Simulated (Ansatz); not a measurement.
# AlH6NO3: small, medium and large basis sets

One table from this session's results is given with a row withheld; the runs are named, their logs left out.

Method: one geometry, several basis sets; program: Ansatz 0.2.0, Gaussian basis.

The runs, in order: PBE0-D4/def2-SVP; ωB97M-V/def2-SVP; PBE0-D4/def2-QZVPP; ωB97M-V/def2-QZVPP; the functionals' def2-TZVPP values are taken from earlier runs.

### Structure used throughout

An earlier PBE0-D4 in a triple-zeta def2 set relaxation fixed the geometry.

SMILES `[NH3+][Al-]([OH])([OH])[OH]`, 11 atoms, charge 0, spin multiplicity 1.

Atoms are counted from 1 here; the program's logs count them from 0.

Bond lengths: N1–Al2 2.014 Å, N1–H6 1.014 Å, N1–H7 1.014 Å, N1–H8 1.014 Å, Al2–O3 1.723 Å, Al2–O4 1.723 Å, Al2–O5 1.723 Å, O3–H9 0.955 Å, O4–H10 0.955 Å, O5–H11 0.955 Å. Angles: Al2–N1–H6 110.0°, Al2–N1–H7 110.0°, Al2–N1–H8 110.0°, H6–N1–H7 108.9°, H6–N1–H8 108.9°, H7–N1–H8 108.9°, N1–Al2–O3 99.3°, N1–Al2–O4 99.4°, N1–Al2–O5 99.3°, O3–Al2–O4 117.4°, O3–Al2–O5 117.4°, O4–Al2–O5 117.4°, Al2–O3–H9 120.6°, Al2–O4–H10 120.6°, Al2–O5–H11 120.6°.

Set-up of the first run:

Input file in.yaml:

```yaml
crystal:
  periodic: [false, false, false]
  atoms:
    - {symbol: N, position_ang: [-1.232539, 0.534149, 0.623836]}
    - {symbol: Al, position_ang: [0.444782, -0.195961, -0.218857]}
    - {symbol: O, position_ang: [1.544884, 0.060492, 1.082080]}
    - {symbol: O, position_ang: [0.560482, 0.859645, -1.575397]}
    - {symbol: O, position_ang: [-0.072353, -1.812556, -0.513806]}
    - {symbol: H, position_ang: [-1.012514, 0.973773, 1.511190]}
    - {symbol: H, position_ang: [-1.895227, -0.217039, 0.783972]}
    - {symbol: H, position_ang: [-1.656917, 1.222611, 0.011519]}
    - {symbol: H, position_ang: [2.055755, -0.664271, 1.435742]}
    - {symbol: H, position_ang: [1.353508, 1.368394, -1.728740]}
    - {symbol: H, position_ang: [-0.024459, -2.186138, -1.390941]}
basis:
  gaussian: {orbitals: def2-SVP}
hamiltonian: {xc: pbe0, dispersion: d4}
output: {orbitals: {seedname: orbitals}}
```

Command:

```sh
$ ansatz run in.yaml --threads 4 --pin off --events-out ev --progress --plain --max-ram 10444MiB
```

Steps of the session up to this table: PBE0-D4 in def2-SVP; ωB97M-V in def2-SVP; PBE0-D4 in def2-QZVPP; ωB97M-V in def2-QZVPP.

One of the session's tables, all rows but one given; the rest of the session is left out.

```
functional       basis  HOMO (eV)  LUMO (eV)
   PBE0-D4    def2-SVP      -7.43       0.70
   PBE0-D4  def2-TZVPP      -7.81       0.12
   PBE0-D4  def2-QZVPP      -7.92      -0.15
   ωB97M-V    def2-SVP      -9.89       2.26
   ωB97M-V  def2-TZVPP     -10.31       1.52
   ωB97M-V  def2-QZVPP          ?          ?
```

**Question.** Estimate the row for ωB97M-V, def2-QZVPP.

The run gave: HOMO (eV): -10.42; LUMO (eV): 1.11. In the column «HOMO (eV)» it is the lowest.
